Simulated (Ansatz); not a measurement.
# B2H4S2: one species, many methods

The task here is to estimate one member of a computed series from the others.

The runs use Ansatz 0.2.0, Gaussian basis; functionals in def2-TZVPP, the program's frozen cores in correlated methods.

Plan: LDA (SPW92), PBE-D4, revPBE-D4, BLYP-D4, r2SCAN-D4, B97M-V, PBE0-D4, B3LYP-D4, r2SCANh-D4, r2SCAN0-D4, HSE06-D4, BHLYP-D4, CAM-B3LYP-D4, LC-ωPBE, ωB97X-V, ωB97M-V, B2PLYP, PBE-QIDH; CCSD(T)/def2-SVP; CCSD(T)/def2-TZVPP; MP2/def2-QZVPP; extrapolation to the limit; RPA on PBE.

### The relaxed structure

The geometry comes from an earlier relaxation with PBE0-D4 in a triple-zeta def2 set; it is a stationary point, not always the lowest conformer.

SMILES `BSBS`, 8 atoms, charge 0, spin multiplicity 1.

Atoms are counted from 1 here; the program's logs count them from 0.

Bond lengths: B1–S2 1.784 Å, B1–H5 1.191 Å, B1–H6 1.192 Å, S2–B3 1.815 Å, B3–S4 1.780 Å, B3–H7 1.189 Å, S4–H8 1.343 Å. Angles: S2–B1–H5 120.7°, S2–B1–H6 116.5°, H5–B1–H6 122.8°, B1–S2–B3 102.6°, S2–B3–S4 117.5°, S2–B3–H7 120.8°, S4–B3–H7 121.6°, B3–S4–H8 96.8°.

Set-up of the first run:

in.yaml reads:

```yaml
crystal:
  periodic: [false, false, false]
  atoms:
    - {symbol: B, position_ang: [-0.346068, 1.761916, -0.711410]}
    - {symbol: S, position_ang: [-0.302453, 0.914303, 0.857663]}
    - {symbol: B, position_ang: [0.158429, -0.775839, 0.382141]}
    - {symbol: S, position_ang: [0.316335, -1.981910, 1.681771]}
    - {symbol: H, position_ang: [-0.100173, 1.182691, -1.722072]}
    - {symbol: H, position_ang: [-0.630726, 2.918993, -0.683831]}
    - {symbol: H, position_ang: [0.346089, -1.058537, -0.756978]}
    - {symbol: H, position_ang: [0.650668, -3.018816, 0.896816]}
basis:
  gaussian: {orbitals: def2-TZVPP}
hamiltonian: {xc: lda}
output: {orbitals: {seedname: orbitals}}
```

Command:

```
> ansatz run in.yaml --threads 2 --pin off --events-out ev --progress --plain --max-ram 4352MiB
```

Among the steps run: LDA; PBE-D4 (GGA); revPBE-D4 (GGA); BLYP-D4 (GGA); r2SCAN-D4 (meta-GGA); B97M-V (meta-GGA); B3LYP-D4 (hybrid); r2SCANh-D4 (hybrid); r2SCAN0-D4 (hybrid); HSE06-D4 (hybrid); BHLYP-D4 (hybrid); CAM-B3LYP-D4 (range-separated); LC-ωPBE (range-separated); ωB97X-V (range-separated); ωB97M-V (range-separated); B2PLYP (double hybrid); PBE-QIDH (double hybrid).

One table of the session follows, with a row left open; its other results are not shown here.

It belongs to the step «Frontier levels by functional». 

```
  functional  HOMO (eV)  LUMO (eV)  gap (eV)
 LDA (SPW92)      -7.10      -3.11      4.00
      PBE-D4      -6.95      -2.85      4.10
   revPBE-D4      -6.89      -2.75      4.14
     BLYP-D4      -6.74      -2.65      4.10
   r2SCAN-D4      -7.18      -2.56      4.62
      B97M-V      -7.25      -2.55      4.70
     PBE0-D4      -8.01      -1.92      6.09
    B3LYP-D4      -7.76      -2.08      5.68
  r2SCANh-D4          ?          ?         ?
  r2SCAN0-D4      -8.17      -1.75      6.42
    HSE06-D4      -7.62      -2.30      5.32
    BHLYP-D4      -8.91      -0.83      8.08
CAM-B3LYP-D4      -9.22      -0.79      8.43
     LC-ωPBE     -10.59       0.28     10.88
     ωB97X-V     -10.23       0.24     10.47
     ωB97M-V     -10.08       0.06     10.14
```

Estimate the missing values for r2SCANh-D4.

Worked estimate for «HOMO (eV)». Against the share of exact exchange, r2SCAN-D4 (0, -7.18), r2SCAN0-D4 (0.25, -8.17) give a slope of -3.96 per unit share; at 0.1 the line stands at -7.58.

The run gave: HOMO (eV): -7.58; LUMO (eV): -2.24; gap (eV): 5.34. In «HOMO (eV)» the line misses by 0.00.
